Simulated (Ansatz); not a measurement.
# Sr2Li3Mo: the cost of one run

Computed with Ansatz 0.2.0 (DFT PBE, scalar-relativistic, plane waves, PAW, unless a step's input says otherwise).

### 1 The starting structure

Symmetry: P6/mmm, No. 191, hexagonal system. The conventional cell has a = 5.432 Å, b = 5.432 Å, c = 4.526 Å, α = 90.00°, β = 90.00°, γ = 120.00°. Around Li (site symmetry mmm) lie 4 Li at 2.72 Å and 4 Sr at 2.75 Å. Sr (site symmetry -6m2) is surrounded by 6 Li at 2.75 Å and 3 Sr at 3.14 Å and 3 Mo at 3.14 Å. Around Mo (site symmetry 6/mmm) lie 6 Sr at 3.14 Å and 12 Li at 3.54 Å.

As a file:

```
CELL_PARAMETERS angstrom
5.43151 0.00000 0.00000
-2.71576 4.70383 0.00000
0.00000 0.00000 4.52608
ATOMIC_POSITIONS crystal
Li 0.50000 0.00000 0.50000
Li 0.00000 0.50000 0.50000
Li 0.50000 0.50000 0.50000
Sr 0.33333 0.66667 0.00000
Sr 0.66667 0.33333 0.00000
Mo 0.00000 0.00000 0.00000
```

A structure generator made this guess: species swapped into a database cell of HoCo3Cu2 (P6/mmm, No. 191), with Mo on the Ho sites, Li on the Co sites and Sr on the Cu sites. Lengths come from tabulated atomic sizes and are only a guess.

### 2 A first look at the guess

input.yaml

```yaml
crystal:
  lattice:
    - [5.43151057, 0.0, 0.0]
    - [-2.71575529, 4.70382614, 0.0]
    - [0.0, 0.0, 4.52607588]
  atoms:
    - { symbol: Li, position: [0.5, 0.0, 0.5] }
    - { symbol: Li, position: [0.0, 0.5, 0.5] }
    - { symbol: Li, position: [0.5, 0.5, 0.5] }
    - { symbol: Sr, position: [0.33333333, 0.66666667, 0.0] }
    - { symbol: Sr, position: [0.66666667, 0.33333333, 0.0] }
    - { symbol: Mo, position: [0.0, 0.0, 0.0] }
basis:
  ecutwfc: 420
kpoints:
  mp_grid: { grid: [6, 6, 4] }
hamiltonian:
  xc: pbe
scf:
  occupations: { method: gaussian, width: 0.1 }
  lower_state_search: "off"
output:
  forces: true
  stress: true
  eigenvalues: true
```

The run is started by

```sh
$ ansatz run input.yaml --threads 1 --pin off --max-ram 2560MiB --backend cpu --events-out ev --progress --plain --runs-dir out
```

**Question.** How long does this run take on 1 thread of Intel Xeon 6975P-C (Granite Rapids), shared host, and how much memory does it need?

About 2 s, with a peak of 0.48 GiB.
